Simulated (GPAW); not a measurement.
# SnO2 (P4_2/mnm) in GPAW: settings compared

The runs below take SnO2 through band structure, with LDA, PBE, GLLB-SC.

Everything below comes from runs of GPAW 26.7.0. Logs are shortened: lines on timing, memory, paths and dates and some standing lists are left out, and cuts for length are marked. The log counts tension as positive stress, the text compression.

## 1. Starting point

It takes space group P4_2/mnm (No. 136, tetragonal). Conventional cell: a = 4.738 Å, b = 4.738 Å, c = 3.187 Å, α = 90.00°, β = 90.00°, γ = 90.00°. Sn (site symmetry mmm) has 6 O at 2.05 to 2.06 Å as nearest neighbours. Around O (site symmetry m2m) lie 3 Sn at 2.05 to 2.06 Å.

## 2. Band structure, LDA

Input file run.py:

```python
from ase import Atoms
from ase.dft.bandgap import bandgap
from ase.io import write
from ase.units import GPa
from gpaw import GPAW, PW

atoms = Atoms(['Sn', 'Sn', 'O', 'O', 'O', 'O'],
              cell=[[4.738, 0.0, 0.0],
                    [0.0, 4.738, 0.0],
                    [0.0, 0.0, 3.1865]],
              scaled_positions=[[0.0, 0.0, 0.0],
                                [0.5, 0.5, 0.5],
                                [0.3071, 0.3071, 0.0],
                                [0.1929, 0.8071, 0.5],
                                [0.6929, 0.6929, 0.0],
                                [0.8071, 0.1929, 0.5]],
              pbc=True)

calc = GPAW(mode=PW(600),
            xc='LDA',
            kpts={'size': (6, 6, 8), 'gamma': True},
            occupations={'name': 'fermi-dirac', 'width': 0.05},
            nbands=43,
            convergence={'density': 1e-05, 'energy': 1e-05},
            maxiter=150,
            txt='gpaw.txt')
atoms.calc = calc
energy = atoms.get_potential_energy()
forces = atoms.get_forces()
stress = atoms.get_stress()
calc.write('gs.gpw')
write('result.traj', atoms)
print(f'Energy: {energy:.6f} eV')
print('Forces (eV/A):')
print(forces.round(4))
print('Stress (GPa):', (stress / GPa).round(3))
print('Fermi level:', round(calc.get_fermi_level(), 4), 'eV')
print(f'Gap: {bandgap(calc)[0]:.4f} eV, direct: {bandgap(calc, direct=True)[0]:.4f} eV')

path = atoms.cell.bandpath('GXMGZRAZ,XR,MA', npoints=60, eps=1e-4)
bs_calc = calc.fixed_density(kpts=path, symmetry='off', nbands=62,
                             convergence={'bands': 'CBM+6.0', 'eigenstates': 1e-6}, txt='bands.txt')
bs = bs_calc.band_structure()
bs.write('bs.json')
print(f'Gap on the path: {bandgap(bs_calc)[0]:.4f} eV')
```

Potentials or basis: the program's PAW data sets (release 1.2.1) made for this functional, pw.

On the command line:

```console
$ OMP_NUM_THREADS=1 python run.py
```

gpaw.txt:

```text
__  _  _
 | _ |_)|_||  |
 |__||  | ||/\| - 26.7.0

Input parameters:
  mode=PW(ecut=600.0),
  convergence={'density': 1e-05, 'energy': 1e-05},
  kpts=MonkhorstPack(size=(6, 6, 8), gamma=True),
  maxiter=150,
  nbands=43,
  occupations=Occupations(name='fermi-dirac', width=0.05),
  xc=XC(name='LDA')

Diagonalizing LCAO Hamiltonian
Converting LCAO to pw mode
    .-----------.
   /|           |
  / |           |
 *  | O         |
 |  .---Sn-O----.
 | /       O   /
 |/   O       /
 Sn----------*

Atoms  # Å, Bohr magnetons
|   | symbol |        x |        y |        z |    initial magnetic moments |
|---|--------|----------|----------|----------|-----------------------------|
| 0 |     Sn | 0.000000 | 0.000000 | 0.000000 | ( 0.0000,  0.0000,  0.0000) |
| 1 |     Sn | 2.369000 | 2.369000 | 1.593250 | ( 0.0000,  0.0000,  0.0000) |
| 2 |      O | 1.455040 | 1.455040 | 0.000000 | ( 0.0000,  0.0000,  0.0000) |
| 3 |      O | 0.913960 | 3.824040 | 1.593250 | ( 0.0000,  0.0000,  0.0000) |
| 4 |      O | 3.282960 | 3.282960 | 0.000000 | ( 0.0000,  0.0000,  0.0000) |
| 5 |      O | 3.824040 | 0.913960 | 1.593250 | ( 0.0000,  0.0000,  0.0000) |

Unit cell  # Å
| periodic |        x |        y |        z |  lengths |    angles |
|----------|----------|----------|----------|----------|-----------|
|      yes | 4.738000 | 0.000000 | 0.000000 | 4.738000 | 90.000000 |
|      yes | 0.000000 | 4.738000 | 0.000000 | 4.738000 | 90.000000 |
|      yes | 0.000000 | 0.000000 | 3.186500 | 3.186500 | 90.000000 |

Number of symmetries: 8
Symmetry operations  # r_c * U_cc + t_c -> r_c
|   | kind |            matrix            |
|---|------|------------------------------|
| 0 |  E   |  1, 0, 0,  0, 1, 0,  0, 0, 1 |
| 1 |  σ   |  1, 0, 0,  0, 1, 0,  0, 0,-1 |
| 2 |  σ   |  0, 1, 0,  1, 0, 0,  0, 0, 1 |
| 3 |  C2  |  0, 1, 0,  1, 0, 0,  0, 0,-1 |
| 4 |  σ   |  0,-1, 0, -1, 0, 0,  0, 0, 1 |
| 5 |  C2  |  0,-1, 0, -1, 0, 0,  0, 0,-1 |
| 6 |  C2  | -1, 0, 0,  0,-1, 0,  0, 0, 1 |
| 7 |  i   | -1, 0, 0,  0,-1, 0,  0, 0,-1 |

BZ-sampling:
  Number of BZ points: 288
  Number of IBZ points: 65

  Monkhorst-Pack size: [6, 6, 8]
  Monkhorst-Pack shift: [0.08333333333333333, 0.08333333333333333, 0.0625]

K-points  # in reciprocal-cell coordinates
|     |                                coordinates |     weight |
|-----|--------------------------------------------|------------|
|   0 | (  0.00000000,   0.00000000,   0.00000000) | 0.00347222 |
|   1 | (  0.00000000,   0.00000000,   0.12500000) | 0.00694444 |
|   2 | (  0.00000000,   0.00000000,   0.25000000) | 0.00694444 |
|   3 | (  0.00000000,   0.00000000,   0.37500000) | 0.00694444 |
|   4 | (  0.00000000,   0.00000000,   0.50000000) | 0.00347222 |
|   5 | (  0.16666667,  -0.16666667,   0.00000000) | 0.00694444 |
|   6 | (  0.16666667,  -0.16666667,   0.12500000) | 0.01388889 |
|   7 | (  0.16666667,  -0.16666667,   0.25000000) | 0.01388889 |
|   8 | (  0.16666667,  -0.16666667,   0.37500000) | 0.01388889 |
|   9 | (  0.16666667,  -0.16666667,   0.50000000) | 0.00694444 |
| ... |                                            |            |
|  64 | (  0.50000000,   0.50000000,   0.50000000) | 0.00347222 |

Plane wave coefficients: 2409
Cutoff: 600.0 eV

Spin-components: 1 (collinear spins)
Bands:           43
Projectors:      32
Spin-degeneracy: 2
Datatype:        complex128

Parallelization:
  kpt:    1
  domain: 1
  band:   1

Density:
  Valence electrons: 52.0
  Components: 1
  Grid points: [27 27 20]
  Charge: 0.0  # |e|

Potential:
  Grid points: [27 27 20]

species:
  Sn:
    name:    Tin
    Z:       50.0
    valence: 14
    core:    36
    charge:  0.0  # [|e|]
    compensation charges:
      type: gauss
      rc: 0.38  # [Å]
      lmax: 2
    cutoffs:
      filter: 2.23  # [Å]
      core: 2.35  # [Å]
    projectors
    | kind |    occ | energy [eV] | rcut [Å] |
    |------|--------|-------------|----------|
    |   5s |  2.000 |     -10.799 |    1.201 |
    |   5p |  2.000 |      -3.869 |    1.270 |
    |   4d | 10.000 |     -25.910 |    1.185 |
    |    s |        |      16.413 |    1.201 |
    |    p |        |      23.342 |    1.270 |
    |    d |        |       1.302 |    1.185 |

    Using partial waves for Sn as LCAO basis

  O:
    name:    Oxygen
    Z:       8.0
    valence: 6
    core:    2
    charge:  0.0  # [|e|]
    compensation charges:
      type: gauss
      rc: 0.21  # [Å]
      lmax: 2
    cutoffs:
      filter: 1.17  # [Å]
      core: 0.83  # [Å]
    projectors
    | kind |    occ | energy [eV] | rcut [Å] |
    |------|--------|-------------|----------|
    |   2s |  2.000 |     -23.752 |    0.688 |
    |   2p |  4.000 |      -9.195 |    0.598 |
    |    s |        |       3.459 |    0.688 |
    |    p |        |      18.016 |    0.598 |
    |    d |        |       0.000 |    0.619 |

    Using partial waves for O as LCAO basis

Reference energy: -343842.805895  # eV

eigensolver:
  PPCG
  Converge bands: occupied
  niter=2

density mixing:
  MSR1-Mixer
  Pratt-step length: 0.05
  Maximum mixing coefficient: 0.75
  Old densities: 10
  SVD Regularization: 0.005
  Good broyden scale: 1.0
  Trust region scale: 1.0
  Backstep threshold: 4.0
  History deletion threshold: 6.0
  Fourier metric: weight=20.0, sigma=0.015

occupation numbers:
  Fermi-Dirac:
    width: 0.0500  # eV

poisson solver:
  ecut: 4800.0  # eV

xc functional:
  name: None

convergence criteria:
[... 6 lines left out ...]
|iter     | |      energy | eigst |  dens |
|---------|-|-------------|-------|-------|
|iter:   1| |  -49.198038 | +0.39 |       |
|iter:   2| |  -47.808349 | -1.36 | -0.88 |
|iter:   3| |  -43.732436 | -0.85 | -0.94 |
|iter:   4| |  -43.647237 | -2.83 | -1.49 |
|iter:   5| |  -43.634631 | -3.55 | -1.82 |
|iter:   6| |  -43.634715 | -4.88 | -2.95 |
|iter:   7| |  -43.634736c| -5.47 | -3.40 |
|iter:   8| |  -43.634711c| -6.14 | -3.59 |
|iter:   9| |  -43.634711c| -8.13c| -4.55 |
|iter:  10| |  -43.634711c| -8.37c| -5.10c|

Converged in 10 steps
Energy contributions relative to reference atoms: (reference = -343842.805895)

Energy contributions:
  Kinetic:          65.411045
  Coulomb:         -57.321090
  Zero:             -0.255539
  External:          0.000000
  Xc:              -51.469126
  Entropy:          -0.000000
  Spinorbit:         0.000000
  ----------------------------
  Free energy:     -43.634711
  Extrapolated:    -43.634711

dipole moment: (-15.612462, -15.612462, -28.341558)  # |e|*Ang

Fermi level: 6.303
Eigenvalues  # (at kpt = [0.000, 0.000, 0.000])
| band index |      eig [eV] | occ [0-2] |
|------------|---------------|-----------|
|          0 |       -15.265 |     2.000 |
|        ... |               |           |
|         18 |         2.538 |     2.000 |
|         19 |         3.601 |     2.000 |
|         20 |         3.756 |     2.000 |
|         21 |         4.468 |     2.000 |
|         22 |         4.468 |     2.000 |
|         23 |         4.915 |     2.000 |
[... 8 lines left out ...]
|         32 |        17.565 |     0.000 |
|         33 |        17.565 |     0.000 |
|        ... |               |           |
|         42 |        25.322 |     0.000 |

Gap: 1.159 eV
Transition (v -> c):
  (s=0, k=0, n=25, [0.00, 0.00, 0.00]) -> (s=0, k=0, n=26, [0.00, 0.00, 0.00])
No difference between direct/indirect transitions

Forces  # eV/Ang
|        x |        y |       z |
|----------|----------|---------|
|  0.00000 |  0.00000 | 0.00000 |  # Sn   0
| -0.00000 |  0.00000 | 0.00000 |  # Sn   1
| -0.08639 | -0.08639 | 0.00000 |  # O    2
|  0.08453 | -0.08453 | 0.00000 |  # O    3
|  0.08639 |  0.08639 | 0.00000 |  # O    4
| -0.08453 |  0.08453 | 0.00000 |  # O    5

Stress tensor  # eV/Ang^3
|         x |         y |        z |
|-----------|-----------|----------|
|  0.051301 | -0.000002 | 0.000000 |
| -0.000002 |  0.051301 | 0.000000 |
|  0.000000 |  0.000000 | 0.047837 |

# Writing to gs.gpw (mode='')
```

Wall time 3 min (1 thread of AMD EPYC 7R43 (Zen 3), shared host); peak memory 0.51 GiB.

Results:

```
Free energy             : -43.6347 eV
Pressure                : -8.0 GPa
Largest force           : 0.122 eV/Å
Band gap on the k mesh  : 1.16 eV, direct
Band gap along the path : 1.16 eV, direct
```

Forces in eV/Å, atoms in the order of the input:
```
Sn   0.000  0.000  0.000
Sn   0.000  0.000  0.000
O   -0.086 -0.086  0.000
O    0.085 -0.085  0.000
O    0.086  0.086  0.000
O   -0.085  0.085  0.000
```

Stress tensor (GPa, compression positive):
```
-8.22  0.00  0.00
 0.00 -8.22  0.00
 0.00  0.00 -7.66
```

Levels at the corners of the path, in eV from the valence-band top:
```tsv
point	band 24	band 25	band 26	band 27	band 28	band 29
Γ	-0.80	-0.80	0.00	1.16	5.92	6.11
X	-1.21	-0.65	-0.65	4.30	4.30	6.84
M	-1.33	-0.91	-0.91	4.67	4.67	7.32
Γ	-0.80	-0.80	0.00	1.16	5.92	6.11
Z	-1.70	-1.27	-1.27	6.04	6.04	9.53
R	-1.12	-0.71	-0.71	6.30	6.30	7.86
A	-1.00	-0.84	-0.84	4.73	4.73	8.62
Z	-1.70	-1.27	-1.27	6.04	6.04	9.53
X	-1.21	-0.65	-0.65	4.30	4.30	6.84
R	-1.12	-0.71	-0.71	6.30	6.30	7.86
M	-1.33	-0.91	-0.91	4.67	4.67	7.32
A	-1.00	-0.84	-0.84	4.73	4.73	8.62
```

Caveat: the cutoff is short for stress and forces, so pressures can be off by a GPa or more; spin-orbit coupling is left out, which moves the levels of the heavy elements. As with any semilocal functional, this LDA gap is likely too small.

(Continued in part 2 of 2.)
